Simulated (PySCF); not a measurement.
# How the numerical set-up moves the result for BeIn

Which parts of the numerical set-up matter for BeIn? Each run edits the base script.

Computed with PySCF 2.14.0. Level: method and basis as typed in the scripts.

6 further runs of the same task are left out: 6 that didn't finish.

### 1 Where the work starts

BeIn: 2 atoms, charge 0, spin multiplicity 2.

Bond lengths: Be1–In2 2.115 Å.

### 2 The base run

File input.py:

```python
from pyscf import gto, scf, mcscf

mol = gto.M(
    atom='Be 0 0 0; In 0 0 2.115',
    basis='def2-svpd',
    ecp={'In': 'def2-svpd'},
    charge=0,
    spin=1,
    verbose=3,
)
mf = scf.ROHF(mol)
mf.kernel()
mc = mcscf.CASCI(mf, 8, 9)
mc.kernel()
mc.analyze()
mf.dip_moment()
print('orbital energies (hartree):', mf.mo_energy[..., max(0, mol.nelec[1]-3):mol.nelec[0]+3].round(4))
```

The run is started by

```sh
$ OMP_NUM_THREADS=1 python input.py
```

Its log is not repeated here.

In short: E(SCF) = -203.721656 Eh, E(CAS) − E(SCF) = -0.01490 Eh, μ = 0.91 D (of the SCF density).

The bond length is a typed value, not an optimised one.

### 3 Sto-3g (core potential off)

Edit 1 changes basis set: def2-svpd → sto-3g; core potential: on → off. The core potential changes with it: totals don't compare.

File input.py:

```python
from pyscf import gto, scf, mcscf

mol = gto.M(
    atom='Be 0 0 0; In 0 0 2.115',
    basis='sto-3g',
    charge=0,
    spin=1,
    verbose=3,
)
mf = scf.ROHF(mol)
mf.kernel()
mc = mcscf.CASCI(mf, 8, 9)
mc.kernel()
mc.analyze()
mf.dip_moment()
print('orbital energies (hartree):', mf.mo_energy[..., max(0, mol.nelec[1]-3):mol.nelec[0]+3].round(4))
```

The run is started by

```sh
$ OMP_NUM_THREADS=1 python input.py
```

### 4 X2c-svpall (core potential off, X2C on)

Edit 2 changes basis set: def2-svpd → x2c-svpall; core potential: on → off; spin-free X2C: off → on. The core potential changes with it: totals don't compare.

input.py, as its differences from that of step 2:

```diff
@@ -4,4 +4,3 @@
     atom='Be 0 0 0; In 0 0 2.115',
-    basis='def2-svpd',
-    ecp={'In': 'def2-svpd'},
+    basis='x2c-svpall',
     charge=0,
@@ -11,2 +10,3 @@
 mf = scf.ROHF(mol)
+mf = mf.sfx2c1e()
 mf.kernel()
```

### 5 Cartesian functions on

Edit 3 changes Cartesian functions: off → on.

input.py, as its differences from that of step 2:

```diff
@@ -8,2 +8,3 @@
     spin=1,
+    cart=True,
     verbose=3,
```

**Question.** What will these runs give? Wanted: for each run, E(SCF); from base; SCF dipole; after the SCF.

The runs gave:

```
                                    run  E(SCF) (hartree)  from base (eV)  SCF dipole (D)  functions                after the SCF
                                   base       -203.721656               0            0.91         44  CASCI correlation -0.405 eV
            sto-3g (core potential off)      -5697.183036  not comparable            0.53         32  CASCI correlation -1.650 eV
x2c-svpall (core potential off, X2C on)      -5892.244276  not comparable            0.99         45  CASCI correlation -0.871 eV
                 Cartesian functions on       -203.721931         -0.0075            0.91        n/a  CASCI correlation -0.388 eV
```

Total energies from different bases, Hamiltonians or methods carry different errors, so properties are taken as differences within one set-up.
